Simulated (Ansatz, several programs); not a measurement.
InP (zincblende), relaxed with PBE in Ansatz (plane waves, PAW): it is cubic, F-43m (No. 216); conventional cell a = 5.958 Å, 26.44 Å³ an atom. In is surrounded by 4 P at 2.58 Å; P is surrounded by 4 In at 2.58 Å. The cell was then scaled with its shape and fractional coordinates held. (Simulation; spin polarisation is off.)

```
V (Å³/atom)  E (meV/atom)
     24.856         20.12
     25.649          4.77
     26.442          0.00
     28.029         15.78
```

Q: Pass a cubic E = c₀ + c₁u + c₂u² + c₃u³, with u = V − 26.244 Å³, through these points.

A: c₀ = 0.29, c₁ = -2.909, c₂ = 7.452, c₃ = -0.5380 (meV and Å³).

Q: Where is the minimum, and what bulk modulus follows?

A: dE/du = 0 at u = +0.199, so V₀ = 26.44 Å³. B = V₀ d²E/dV² = 26.44 × (2c₂ + 6c₃u) = 26.44 × 14.260 = 377 meV/Å³, and 1 meV/Å³ is 0.16022 GPa: 60 GPa. A third-order Birch-Murnaghan fit to all five points gives 26.45 Å³ and 60 GPa.

Q: Predict the energy and the pressure at the withheld volume, 27.235 Å³.

A: With u = +0.991: E ≈ 4.20 meV and P = −dE/dV ≈ -1.65 GPa. The run gives 4.14 meV and, from its stress, -1.64 GPa.
